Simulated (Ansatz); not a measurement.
**AlH9N2Si2: basis-set convergence**

The task here is to estimate one member of a computed series from the others.

Program: Ansatz 0.2.0, Gaussian basis. Level of theory: one geometry, several basis sets. These are calculated values, not measurements.

Plan: PBE0-D4/def2-SVP; ωB97M-V/def2-SVP; PBE0-D4/def2-QZVPP; ωB97M-V/def2-QZVPP; the functionals' def2-TZVPP values are taken from earlier runs.

### The relaxed structure

The geometry comes from an earlier relaxation with PBE0-D4 in a triple-zeta def2 set; it is a stationary point, not always the lowest conformer.

SMILES `[NH2][Al]([NH2])[SiH2][SiH3]`, 14 atoms, charge 0, spin multiplicity 1.

Atoms are counted from 1 here; the program's logs count them from 0.

Bond lengths: N1–Al2 1.769 Å, N1–H6 1.007 Å, N1–H7 1.007 Å, Al2–N3 1.770 Å, Al2–Si4 2.441 Å, N3–H8 1.007 Å, N3–H9 1.007 Å, Si4–Si5 2.338 Å, Si4–H10 1.493 Å, Si4–H11 1.494 Å, Si5–H12 1.489 Å, Si5–H13 1.489 Å, Si5–H14 1.491 Å. Angles: Al2–N1–H6 123.5°, Al2–N1–H7 126.4°, H6–N1–H7 110.1°, N1–Al2–N3 120.5°, N1–Al2–Si4 121.6°, N3–Al2–Si4 117.9°, Al2–N3–H8 126.6°, Al2–N3–H9 123.4°, H8–N3–H9 110.0°, Al2–Si4–Si5 109.5°, Al2–Si4–H10 112.8°, Al2–Si4–H11 111.8°, Si5–Si4–H10 108.4°, Si5–Si4–H11 107.4°, H10–Si4–H11 106.8°, Si4–Si5–H12 113.2°, Si4–Si5–H13 110.1°, Si4–Si5–H14 109.4° and more.

Set-up of the first run:

The input, in.yaml:

```yaml
crystal:
  periodic: [false, false, false]
  atoms:
    - {symbol: N, position_ang: [-1.204156, 2.540580, 0.690263]}
    - {symbol: Al, position_ang: [-0.741719, 0.833704, 0.635667]}
    - {symbol: N, position_ang: [-0.674331, -0.126368, 2.120966]}
    - {symbol: Si, position_ang: [-0.133258, -0.258802, -1.460555]}
    - {symbol: Si, position_ang: [1.634882, -1.740886, -1.082268]}
    - {symbol: H, position_ang: [-1.256824, 3.128053, -0.125502]}
    - {symbol: H, position_ang: [-1.453892, 3.066029, 1.512162]}
    - {symbol: H, position_ang: [-0.902138, 0.188050, 3.050027]}
    - {symbol: H, position_ang: [-0.398287, -1.094509, 2.142553]}
    - {symbol: H, position_ang: [0.281771, 0.710206, -2.517738]}
    - {symbol: H, position_ang: [-1.268394, -1.051130, -2.021714]}
    - {symbol: H, position_ang: [2.018899, -2.517324, -2.292984]}
    - {symbol: H, position_ang: [2.833538, -0.996895, -0.605488]}
    - {symbol: H, position_ang: [1.250911, -2.709908, -0.016689]}
basis:
  gaussian: {orbitals: def2-SVP}
hamiltonian: {xc: pbe0, dispersion: d4}
output: {orbitals: {seedname: orbitals}}
```

Among the steps run: PBE0-D4 in def2-SVP; ωB97M-V in def2-SVP; PBE0-D4 in def2-QZVPP; ωB97M-V in def2-QZVPP.

One of the session's tables, all rows but one given; the rest of the session is left out.

It belongs to the step «Functionals by basis». 

| functional | basis | HOMO (eV) |
| --- | --- | --- |
| PBE0-D4 | def2-SVP | -6.81 |
| PBE0-D4 | def2-TZVPP | ? |
| PBE0-D4 | def2-QZVPP | -7.13 |
| ωB97M-V | def2-SVP | -9.18 |
| ωB97M-V | def2-TZVPP | -9.37 |
| ωB97M-V | def2-QZVPP | -9.40 |

Q: Estimate the row for PBE0-D4, def2-TZVPP from the others.

**Answer.** HOMO (eV): -7.07. In the column «HOMO (eV)» it lies between PBE0-D4, def2-QZVPP (-7.13) and PBE0-D4, def2-SVP (-6.81).
